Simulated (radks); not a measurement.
# Hf⁴⁺ in [Kr] 4d10 4f14 5s2 5p5 6s1: an all-electron calculation

Wanted: eigenvalues, radial structure and energy terms of the hafnium ion Hf4+.

Program: radks (a radial shooting solver on a logarithmic mesh, Libxc functionals) version 1. Level of theory: Dirac Kohn-Sham, LDA (Slater exchange, Perdew-Wang correlation), spin-unpolarised, spherical densities, finite nucleus; open shells are shared between the two j in proportion to 2j + 1. These are calculated values, not measurements, unless marked.

### 1 The atom as given

| Quantity | Value |
| --- | --- |
| element | hafnium (Z = 72) |
| charge | +4 |
| electrons | 68 |
| configuration | [Kr] 4d10 4f14 5s2 5p5 6s1 |
| nuclear rms radius | 5.347 fm |

Outer shells as boxes (Hund's rule):

Hf⁴⁺
```
[Kr] core
4d [↑↓][↑↓][↑↓][↑↓][↑↓]
4f [↑↓][↑↓][↑↓][↑↓][↑↓][↑↓][↑↓]
5s [↑↓]
5p [↑↓][↑↓][↑ ]
6s [↑ ]
```

### 2 The calculation

Settings of this run:

```text
Z 72
configuration [Kr] 4d10 4f14 5s2 5p5 6s1 5d0 6p0 7s0 5f0
relativity Dirac
functional lda,pw
spin unpolarised
j_filling average
nucleus finite rms 5.347 fm
c 137.035999084
```

What does the calculation give?

As calculated:

```
                        quantity                   value
                    total energy     -15082.1508 hartree
exchange-correlation share of it                  1.98 %
                            −T/E                  1.1179
          highest occupied level       6s1/2, -38.024 eV
    most extended occupied level  6s1/2, <r> = 2.53 bohr
 radius at density 0.001 e/bohr³               3.64 bohr
    maxima of the radial density                       4
```

What this shows: 6 principal shells are occupied and 4 maxima appear in the radial density; where shells overlap, one shows as a shoulder or not at all. Relativity lifts −T/E to 1.118. This is not the tabulated ground configuration, so its levels and sizes aren't those of the ground state, and no measured value stands beside it.
